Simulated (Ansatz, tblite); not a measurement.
# (LiF)12 cage of four- and six-membered rings (Li12F12): rung by rung

One table from this session's results is given with a row withheld; the runs are named, their logs left out.

Program: Ansatz 0.2.0, Gaussian basis. Level of theory: as each input shows. These are calculated values, not measurements.

Plan: GFN1-xTB, GFN2-xTB, PBE-D4/def2-TZVP, r2SCAN-D4/def2-TZVP, PBE-D4/def2-SVP, PBE0-D4/def2-SVP, MP2/def2-SVP.

4 further runs of the same task are left out: 4 that didn't finish. Runs told in other sessions of the task aren't counted.

### The geometry

The geometry is that of the singlet, from an earlier relaxation (PBE0-D4/def2-SVP).

24 atoms, charge 0, spin multiplicity 1.

Bond lengths: Li1–F2 1.804 Å, Li1–F4 1.804 Å, Li1–F8 1.754 Å, F2–Li3 1.804 Å, F2–Li12 1.754 Å, Li3–F4 1.804 Å, Li3–F16 1.754 Å, F4–Li5 1.754 Å, Li5–F6 1.804 Å, Li5–F18 1.804 Å, F6–Li7 1.754 Å, F6–Li19 1.804 Å, Li7–F8 1.804 Å, Li7–F10 1.804 Å, F8–Li9 1.804 Å, Li9–F10 1.804 Å, Li9–F11 1.754 Å, F10–Li21 1.754 Å and more. Angles: F2–Li1–F4 94.5°, F2–Li1–F8 121.7°, F4–Li1–F8 121.6°, Li1–F2–Li3 85.4°, Li1–F2–Li12 117.8°, Li3–F2–Li12 117.9°, F2–Li3–F4 94.5°, F2–Li3–F16 121.6°, F4–Li3–F16 121.7°, Li1–F4–Li3 85.4°, Li1–F4–Li5 117.8°, Li3–F4–Li5 117.9°, F4–Li5–F6 121.7°, F4–Li5–F18 121.6°, F6–Li5–F18 94.5°, Li5–F6–Li7 117.8°, Li5–F6–Li19 85.4°, Li7–F6–Li19 117.9° and more.

PBE0-D4/def2-TZVP was run before; its log isn't repeated, and its numbers join the tables.

Set-up of the first run:

Tight binding, by tblite at 300 K electronic temperature and without a spin-polarisation term:

```python
tblite.interface.Calculator('GFN1-xTB', numbers, positions, charge=0, uhf=0).singlepoint()
```

Tight binding, by tblite at 300 K electronic temperature and without a spin-polarisation term:

```python
tblite.interface.Calculator('GFN2-xTB', numbers, positions, charge=0, uhf=0).singlepoint()
```

start.molden holds the orbitals of an earlier run on this state, given as this run's starting guess.

in.yaml reads:

```yaml
crystal:
  periodic: [false, false, false]
  atoms:
    - {symbol: Li, position_ang: [-2.677696, 0.710310, -0.119111]}
    - {symbol: F, position_ang: [-2.566213, -0.601412, 1.114739]}
    - {symbol: Li, position_ang: [-1.685554, 0.614381, 2.115800]}
    - {symbol: F, position_ang: [-1.880407, 1.951384, 0.919918]}
    - {symbol: Li, position_ang: [-0.429003, 2.722752, 0.307400]}
    - {symbol: F, position_ang: [0.119938, 2.494980, -1.396202]}
    - {symbol: Li, position_ang: [-0.691326, 1.276323, -2.362465]}
    - {symbol: F, position_ang: [-2.188987, 0.453116, -1.783830]}
    - {symbol: Li, position_ang: [-1.326103, -1.080207, -2.183431]}
    - {symbol: F, position_ang: [0.133117, -0.253267, -2.848619]}
    - {symbol: F, position_ang: [-1.194344, -2.390195, -1.024300]}
    - {symbol: Li, position_ang: [-1.716217, -2.070867, 0.673064]}
    - {symbol: F, position_ang: [-0.117878, -2.494853, 1.395267]}
    - {symbol: Li, position_ang: [0.428277, -2.722708, -0.309191]}
    - {symbol: Li, position_ang: [0.692572, -1.276682, 2.362706]}
    - {symbol: F, position_ang: [-0.133346, 0.252080, 2.848317]}
    - {symbol: Li, position_ang: [1.325217, 1.080491, 2.183429]}
    - {symbol: F, position_ang: [1.193023, 2.390919, 1.024942]}
    - {symbol: Li, position_ang: [1.717167, 2.071600, -0.671657]}
    - {symbol: F, position_ang: [2.189709, -0.452188, 1.784420]}
    - {symbol: Li, position_ang: [1.685601, -0.614082, -2.115999]}
    - {symbol: F, position_ang: [1.880349, -1.951784, -0.920913]}
    - {symbol: Li, position_ang: [2.676748, -0.711305, 0.119380]}
    - {symbol: F, position_ang: [2.565376, 0.601216, -1.113656]}
basis:
  gaussian: {orbitals: def2-TZVP, initial_orbitals: start.molden}
hamiltonian: {xc: pbe, dispersion: d4}
scf: {omitted_lower_state_checks: [starts]}
output: {orbitals: {seedname: orbitals}}
```

Started as:

```bash
> ansatz run in.yaml --threads 4 --pin off --events-out ev --progress --plain --max-ram 6963MiB
```

Among the steps run: PBE-D4/def2-TZVP; r2SCAN-D4/def2-TZVP; PBE-D4/def2-SVP; PBE0-D4/def2-SVP; MP2/def2-SVP.

One of the session's tables, all rows but one given; the rest of the session is left out.

It belongs to the step «Binding energy». 

```
              level  binding an atom (eV)
        HF/def2-SVP                 3.301
    PBE-D4/def2-SVP                 4.333
   PBE-D4/def2-TZVP                 4.108
r2SCAN-D4/def2-TZVP                 4.073
   PBE0-D4/def2-SVP                     ?
  PBE0-D4/def2-TZVP                 3.989
       MP2/def2-SVP                 4.205
```

Q: Estimate the row for PBE0-D4/def2-SVP from the others.

As computed: binding an atom (eV): 4.192. In the column «binding an atom (eV)» it lies between PBE-D4/def2-TZVP (4.108) and MP2/def2-SVP (4.205).

Limits of these values: Free atoms were run apart at each level; binding is atoms less cluster, divided by the number of atoms, without zero-point or spin-orbit terms.
